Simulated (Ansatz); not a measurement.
# AlH4OSSi radical: a ladder of functionals and wavefunction methods

One table from this session's results is given with a row withheld; the runs are named, their logs left out.

Computed with Ansatz 0.2.0, Gaussian basis. Level: functionals in def2-TZVPP, the program's frozen cores in correlated methods.

Plan: LDA (SPW92), PBE-D4, revPBE-D4, BLYP-D4, r2SCAN-D4, B97M-V, PBE0-D4, B3LYP-D4, r2SCANh-D4, r2SCAN0-D4, HSE06-D4, BHLYP-D4, CAM-B3LYP-D4, LC-ωPBE, ωB97X-V, ωB97M-V, B2PLYP, PBE-QIDH; CCSD(T)/def2-SVP; CCSD(T)/def2-TZVPP; MP2/def2-QZVPP; extrapolation to the limit; RPA on PBE.

### Structure used throughout

All runs share one geometry, relaxed beforehand with PBE0-D4 in a triple-zeta def2 set.

SMILES `[SiH3][O][Al][SH]`, 8 atoms, charge 0, spin multiplicity 2.

Atoms are counted from 1 here; the program's logs count them from 0.

Bond lengths: Si1–O2 1.627 Å, Si1–H5 1.487 Å, Si1–H6 1.487 Å, Si1–H7 1.487 Å, O2–Al3 1.685 Å, Al3–S4 2.204 Å, S4–H8 1.347 Å. Angles: O2–Si1–H5 109.8°, O2–Si1–H6 110.3°, O2–Si1–H7 110.1°, H5–Si1–H6 108.8°, H5–Si1–H7 108.9°, H6–Si1–H7 108.9°, Si1–O2–Al3 171.2°, O2–Al3–S4 117.4°, Al3–S4–H8 91.1°.

The first run:

in.yaml reads:

```yaml
crystal:
  periodic: [false, false, false]
  atoms:
    - {symbol: Si, position_ang: [-0.153946, 1.473680, -0.237310]}
    - {symbol: O, position_ang: [0.275787, 0.039944, 0.401535]}
    - {symbol: Al, position_ang: [0.821706, -1.305488, 1.256700]}
    - {symbol: S, position_ang: [0.335731, -3.293974, 0.439778]}
    - {symbol: H, position_ang: [-1.124034, 1.260980, -1.343885]}
    - {symbol: H, position_ang: [-0.788220, 2.330842, 0.799103]}
    - {symbol: H, position_ang: [1.042925, 2.173299, -0.774518]}
    - {symbol: H, position_ang: [-0.317650, -2.736281, -0.597203]}
basis:
  gaussian: {orbitals: def2-TZVPP}
magnetization: {spin_polarized: true, initial_magnetization: 1}
hamiltonian: {xc: lda}
output: {orbitals: {seedname: orbitals}}
```

Steps of the session up to this table: LDA; PBE-D4 (GGA); revPBE-D4 (GGA); BLYP-D4 (GGA); r2SCAN-D4 (meta-GGA); B97M-V (meta-GGA); PBE0-D4 (hybrid); B3LYP-D4 (hybrid); r2SCANh-D4 (hybrid); r2SCAN0-D4 (hybrid); HSE06-D4 (hybrid); BHLYP-D4 (hybrid); CAM-B3LYP-D4 (range-separated); LC-ωPBE-D4 (range-separated; the results give it without D4); ωB97X-V (range-separated); ωB97M-V (range-separated); B2PLYP (double hybrid); PBE-QIDH (double hybrid).

One table of the session follows, with a row left open; its other results are not shown here.

It belongs to the step «Orbital energies across the functionals». 

```
  functional  HOMO (eV)  LUMO (eV)  gap (eV)
 LDA (SPW92)      -5.12      -3.95      1.17
      PBE-D4          ?          ?         ?
   revPBE-D4      -5.10      -3.44      1.65
     BLYP-D4      -4.90      -3.61      1.29
   r2SCAN-D4      -5.41      -3.13      2.28
      B97M-V      -5.08      -4.04      1.04
     PBE0-D4      -6.13      -2.76      3.37
    B3LYP-D4      -5.87      -3.13      2.74
  r2SCANh-D4      -5.78      -2.90      2.89
  r2SCAN0-D4      -6.33      -2.56      3.78
    HSE06-D4      -5.74      -3.14      2.60
    BHLYP-D4      -6.95      -2.09      4.86
CAM-B3LYP-D4      -7.28      -1.98      5.30
     LC-ωPBE      -8.65      -0.61      8.04
     ωB97X-V      -8.18      -1.10      7.08
     ωB97M-V      -7.77      -1.33      6.44
```

**Question.** Estimate the row for PBE-D4.

As computed: HOMO (eV): -5.12; LUMO (eV): -3.60; gap (eV): 1.52.
